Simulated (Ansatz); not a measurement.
Write the native input for Ansatz 0.2.0 that does the following.

```yaml
Task: single point
Functional: PBE
Potentials_or_basis: Ansatz PAW
Cutoff: "420 eV (not typed: the program's choice for these potentials)"
k_mesh: 11 × 11 × 11
Occupations: fermi-dirac, width 0.05 eV
Spin: collinear spin, antiferromagnetic start
Starting_moments: "[3.0, -2.0, 0.0, 0.0] μB"
```

VCrC2:

```
Cr V C
1.0
     1.46063    0.84330    4.73939
    -1.46063    0.84330    4.73939
     0.00000   -1.68659    4.73939
Cr V C
1 1 2
Cartesian
  0.0000 0.0000 7.1091
  0.0000 0.0000 0.0000
  0.0000 0.0000 3.5369
  0.0000 0.0000 10.6813
```

The cell comes from a database or a generator and needn't be the stable form of this composition.

These files were run (other wordings do the same):

input.yaml

```yaml
crystal:
  lattice:
    - [1.4606320425, 0.8432963029, 4.7393853233]
    - [-1.4606320425, 0.8432963029, 4.7393853233]
    - [0.0, -1.6865926058, 4.7393853233]
  atoms:
    - { symbol: Cr, position: [0.5, 0.5, 0.5], spin: 3.0 }
    - { symbol: V, position: [0.0, 0.0, 0.0], spin: -2.0 }
    - { symbol: C, position: [0.248759, 0.248759, 0.248759] }
    - { symbol: C, position: [0.751241, 0.751241, 0.751241] }
hamiltonian:
  xc: pbe
  pseudopotentials: { kind: paw }
magnetization:
  spin_polarized: true
kpoints:
  mp_grid: { grid: [11, 11, 11] }
scf:
  occupations: { method: fermi_dirac, width: 0.05 }
output:
  forces: true
  stress: true
  eigenvalues: true
```

Potentials or basis: Ansatz PAW.

Run with:

```console
$ ansatz run input.yaml --threads 2 --pin off --max-ram 5632MiB --backend cpu --events-out ev --progress --plain --runs-dir out
```

Results of the run:

The pressure is 0.4 GPa. The largest force is 0.020 eV/Å, the band gap on the k mesh is none (metal or under the smearing width) and the net moment is 1.09 μB per cell. The absolute moment is 1.42 μB per cell. The site moments are Cr +1.05; V -0.00; C -0.05 μB.

Caveat: the pressure holds a Pulay correction of +0.4 GPa for the finite cutoff.

It took 12 s on 2 threads of Arm Neoverse V2 (shared host), peak memory 0.51 GiB.
